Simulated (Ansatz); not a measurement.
## Sn, space group I4/mmm: a phonon calculation by linear response, step by step

With the Python package of Ansatz (0.2.0).

At the Python prompt:
```pycon
>>> from pathlib import Path
>>> import warnings
>>> import ansatz as az
>>> from ase import Atoms
>>> import numpy as np
>>> warnings.simplefilter("ignore", az.DeckWarning)
>>> atoms = Atoms(
...     ["Sn"],
...     scaled_positions=[
...         (0.0, 0.0, 0.0),
...     ],
...     cell=[
...         (-1.59075, 1.59075, 2.91565),
...         (1.59075, -1.59075, 2.91565),
...         (1.59075, 1.59075, -2.91565),
...     ],
...     pbc=True,
... )
>>> xtal = az.Crystal.from_ase(atoms)
>>> model = (
...     xtal.calculation()
...     .functional("pbesol")
...     .basis(18 * az.Ha)
...     .occupations("fermi_dirac", width=0.1)
...     .kpoints(14, 14, 14)
...     .phonons("dfpt", points=[(0, 0, 0), (0.5, 0, 0)])
... )
>>> res = model.run(threads=1, runs_dir="runs")
RunWarning: eigensolver did not converge (k=169): 1 band(s) unlocked after 20 sweeps at ethr=1.00e-12 eV (lowest unlocked band 10, counted from 0; max residual 3.20e-6 eV among the unlocked bands, 3.20e-6 eV over every band); it also stands for any lines of this kind, at other spin channels or k-points, that are folded behind it: those get no warning and are in no list of notices (the docstring [...]
>>> ph = res.phonons
>>> for q in ph.qpoints:
...     thz = np.asarray(q.omega_inv_cm) / 33.35641
...     print("q = ({:.2f}, {:.2f}, {:.2f})".format(*q.q_frac), np.round(thz, 2) + 0.0, "THz")
...
q = (0.00, 0.00, 0.00) [0. 0. 0.] THz
q = (0.50, 0.00, 0.00) [-0.7  -0.58  2.83] THz
```

Caveats:
- The cell isn't relaxed first, so the values belong to this volume.
- This isn't the structure that Sn takes at ambient conditions.
- Warnings are shown shortened and without file and line.
- The structure is taken as given; imaginary modes can come from an unrelaxed or unstable start. Phonons of metals also depend on mesh and smearing.
- The script silences the warnings on its input, which a real study should read.
- The whole script took 110 s on 1 thread of Intel(R) Xeon(R) Processor @ 2.30GHz, with other jobs on the host, peak memory 1.2 GiB.
